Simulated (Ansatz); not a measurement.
# CH6FNSi: one species, many methods

An exercise on one series of results from a longer session: the logs are not shown, and one member is left open.

The runs use Ansatz 0.2.0, Gaussian basis; functionals in def2-TZVPP, the program's frozen cores in correlated methods.

Levels to be run: LDA (SPW92), PBE-D4, revPBE-D4, BLYP-D4, r2SCAN-D4, B97M-V, PBE0-D4, B3LYP-D4, r2SCANh-D4, r2SCAN0-D4, HSE06-D4, BHLYP-D4, CAM-B3LYP-D4, LC-ωPBE, ωB97X-V, ωB97M-V, B2PLYP, PBE-QIDH; CCSD(T)/def2-SVP; CCSD(T)/def2-TZVPP; MP2/def2-QZVPP; extrapolation to the limit; RPA on PBE.

## Structure used throughout

The geometry comes from an earlier relaxation with PBE0-D4 in a triple-zeta def2 set; it is a stationary point, not always the lowest conformer.

SMILES `FCN[SiH3]`, 10 atoms, charge 0, spin multiplicity 1.

Atoms are counted from 1 here; the program's logs count them from 0.

Bond lengths: F1–C2 1.402 Å, C2–N3 1.404 Å, C2–H5 1.093 Å, C2–H6 1.093 Å, N3–Si4 1.733 Å, N3–H7 1.009 Å, Si4–H8 1.485 Å, Si4–H9 1.485 Å, Si4–H10 1.488 Å. Angles: F1–C2–N3 112.9°, F1–C2–H5 105.9°, F1–C2–H6 106.1°, N3–C2–H5 111.3°, N3–C2–H6 110.2°, H5–C2–H6 110.2°, C2–N3–Si4 123.3°, C2–N3–H7 113.7°, Si4–N3–H7 118.1°, N3–Si4–H8 107.5°, N3–Si4–H9 106.5°, N3–Si4–H10 115.0°, H8–Si4–H9 111.2°, H8–Si4–H10 108.1°, H9–Si4–H10 108.6°.

Geometry (Å):

| atom | x (Å) | y (Å) | z (Å) |
| --- | --- | --- | --- |
| F1 | -1.3096 | 0.9086 | -1.4356 |
| C2 | -0.1608 | 1.1723 | -0.6771 |
| N3 | 0.5616 | 0.0108 | -0.3594 |
| Si4 | 0.0761 | -1.1020 | 0.8776 |
| H5 | 0.4401 | 1.8629 | -1.2735 |
| H6 | -0.5067 | 1.6641 | 0.2358 |
| H7 | 1.1190 | -0.3409 | -1.1231 |
| H8 | 1.2663 | -1.9120 | 1.2408 |
| H9 | -0.3849 | -0.2806 | 2.0257 |
| H10 | -1.0180 | -2.0342 | 0.4917 |

Set-up of the first run:

in.yaml reads:

```yaml
crystal:
  periodic: [false, false, false]
  atoms:
    - {symbol: F, position_ang: [-1.309633, 0.908559, -1.435589]}
    - {symbol: C, position_ang: [-0.160834, 1.172256, -0.677100]}
    - {symbol: N, position_ang: [0.561631, 0.010845, -0.359387]}
    - {symbol: Si, position_ang: [0.076065, -1.102028, 0.877581]}
    - {symbol: H, position_ang: [0.440083, 1.862893, -1.273502]}
    - {symbol: H, position_ang: [-0.506721, 1.664109, 0.235776]}
    - {symbol: H, position_ang: [1.119043, -0.340950, -1.123068]}
    - {symbol: H, position_ang: [1.266307, -1.912020, 1.240809]}
    - {symbol: H, position_ang: [-0.384937, -0.280639, 2.025692]}
    - {symbol: H, position_ang: [-1.018006, -2.034226, 0.491686]}
basis:
  gaussian: {orbitals: def2-TZVPP}
hamiltonian: {xc: lda}
output: {orbitals: {seedname: orbitals}}
```

Launch:

```bash
> ansatz run in.yaml --threads 2 --pin off --events-out ev --progress --plain --max-ram 4352MiB
```

Steps of the session up to this table: LDA; PBE-D4 (GGA); revPBE-D4 (GGA); BLYP-D4 (GGA); r2SCAN-D4 (meta-GGA); B97M-V (meta-GGA); B3LYP-D4 (hybrid); r2SCANh-D4 (hybrid); r2SCAN0-D4 (hybrid); HSE06-D4 (hybrid); BHLYP-D4 (hybrid); CAM-B3LYP-D4 (range-separated); LC-ωPBE (range-separated); ωB97X-V (range-separated); ωB97M-V (range-separated); B2PLYP (double hybrid); PBE-QIDH (double hybrid).

One table of the session follows, with a row left open; its other results are not shown here.

It belongs to the step «Frontier levels by functional». 

| functional | HOMO (eV) | LUMO (eV) | gap (eV) |
| --- | --- | --- | --- |
| LDA (SPW92) | ? | ? | ? |
| PBE-D4 | -6.40 | -0.51 | 5.88 |
| revPBE-D4 | -6.34 | -0.41 | 5.93 |
| BLYP-D4 | -6.29 | -0.42 | 5.87 |
| r2SCAN-D4 | -6.70 | -0.03 | 6.67 |
| B97M-V | -6.85 | -0.37 | 6.48 |
| PBE0-D4 | -7.79 | 0.33 | 8.13 |
| B3LYP-D4 | -7.57 | 0.08 | 7.65 |
| r2SCANh-D4 | -7.22 | 0.25 | 7.47 |
| r2SCAN0-D4 | -8.01 | 0.64 | 8.65 |
| HSE06-D4 | -7.39 | -0.04 | 7.35 |
| BHLYP-D4 | -9.13 | 1.10 | 10.23 |
| CAM-B3LYP-D4 | -9.21 | 1.24 | 10.45 |
| LC-ωPBE | -10.57 | 2.46 | 13.04 |
| ωB97X-V | -10.22 | 2.30 | 12.52 |
| ωB97M-V | -10.12 | 1.92 | 12.04 |

**Question.** Estimate the row for LDA (SPW92).

**Answer.** HOMO (eV): -6.54; LUMO (eV): -0.74; gap (eV): 5.79. In the column «HOMO (eV)» it lies between r2SCAN-D4 (-6.70) and PBE-D4 (-6.40).
